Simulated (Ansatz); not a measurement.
# Al: the cost of one run

Program: Ansatz 0.2.0. Level of theory: DFT r2SCAN, scalar-relativistic, plane waves, PAW. These are calculated values, not measurements.

**1. The structure to begin with**

Symmetry: Fm-3m, No. 225, cubic system. Conventional cell: a = 4.050 Å, b = 4.050 Å, c = 4.050 Å, α = 90.00°, β = 90.00°, γ = 90.00°. Al (site symmetry m-3m) is surrounded by 12 Al at 2.86 Å.

Structure file:

```xyz
1
Lattice="0.0000 2.0248 2.0248 2.0248 0.0000 2.0248 2.0248 2.0248 0.0000" Properties=species:S:1:pos:R:3 pbc="T T T"
Al    0.0000    0.0000    0.0000
```

The structure rests on an entry of the Crystallography Open Database; cell or positions may have been set otherwise for this series.

**2. Relaxing cell and atoms: Al, no spin**

Contents of input.yaml:

```yaml
crystal:
  lattice:
    - [0.0, 2.024805, 2.024805]
    - [2.024805, 0.0, 2.024805]
    - [2.024805, 2.024805, 0.0]
  atoms:
    - { symbol: Al, position: [0.0, 0.0, 0.0] }
scf:
  occupations: { method: methfessel_paxton, width: 0.1 }
output:
  forces: true
  stress: true
  eigenvalues: true
  write_density: true
  write_potential: true
  elf: true
  volumetric_format: npy
kpoints:
  mp_grid: { grid: [40, 40, 40] }
hamiltonian:
  xc: r2scan
relax:
  f_tol: 0.01
  adjacent_minimum: "off"
  cell: { stress_tol: 0.05 }
```

Launch:

```sh
$ ansatz run input.yaml --threads 2 --pin off --max-ram 6144MiB --backend cpu --events-out ev --progress --plain --runs-dir out
```

Q: Estimate wall time and peak memory on 2 threads of AMD EPYC 9R14 (Zen 4), shared host.

About 33 s, with a peak of 0.74 GiB.
